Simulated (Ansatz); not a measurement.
Run this with Ansatz's Python interface and show what comes out.

The script, `tae.py`:
```python
from collections import Counter

import ansatz as az


def total_energy(molecule, charge=0, unpaired=0):
    calc = molecule.calculation().basis(gaussian="def2-SVP").functional("hf")
    if charge:
        calc = calc.charge(charge)
    if unpaired:
        calc = calc.spin("collinear", total=unpaired)
    return calc.run(threads=1).report["free_energy_ev"]

geometry_ang = [
    ("O", (-1.147, 1.2626, -0.0116)),
    ("C", (-0.0057, 0.7741, 0.2124)),
    ("C", (-0.0779, -0.7258, -0.1621)),
    ("F", (0.2675, -0.9048, -1.4833)),
    ("H", (0.3591, 0.7947, 1.237)),
    ("H", (0.8661, 1.1932, -0.3338)),
    ("H", (-0.9653, -1.2151, 0.1111)),
    ("H", (0.7955, -1.236, 0.3746)),
]
system = az.Crystal.molecule()
for symbol, xyz in geometry_ang:
    system = system.atom(symbol, xyz)

unpaired = {"O": 2, "C": 2, "F": 1, "H": 1}
counts = Counter(site.symbol for site in system.cartesian_sites)
atom_energy = {s: total_energy(az.Crystal.molecule().atom(s, (0, 0, 0)), 0, unpaired[s]) for s in counts}
whole = total_energy(system, 0, 1)
for s, e in atom_energy.items():
    print(f"{s:2s} x{counts[s]}  {e:14.5f} eV")
print(f"C2H4FO: {whole:.5f} eV")
split = sum(counts[s] * e for s, e in atom_energy.items()) - whole
print(f"atomisation energy (no zero-point term): {23.060548 * split:.1f} kcal/mol, {split / sum(counts.values()):.3f} eV an atom")
```

```console
$ python tae.py
O  x1     -2033.23753 eV
C  x2     -1024.37889 eV
F  x1     -2701.65667 eV
H  x4       -13.58606 eV
C2H4FO: -6859.56715 eV
atomisation energy (no zero-point term): 497.4 kcal/mol, 2.696 eV an atom
```

497.4 kcal/mol from the electronic energies, without the zero-point term.

Caveats:
- Total energies depend on the basis set; only differences at equal settings carry meaning.
- The geometry is a force-field or estimated start, not a minimum of this method, and the basis set is short of its limit. All parts are taken at fixed geometry, without zero-point energy.
- The species is open-shell (spin multiplicity 2).
- Hartree-Fock leaves correlation out, so bond, atomisation and ionisation energies come out well too low.
- Wall time of the script: 2.9 s on 1 thread of Arm Neoverse V2, with other jobs on the host, peak memory 0.2 GiB.
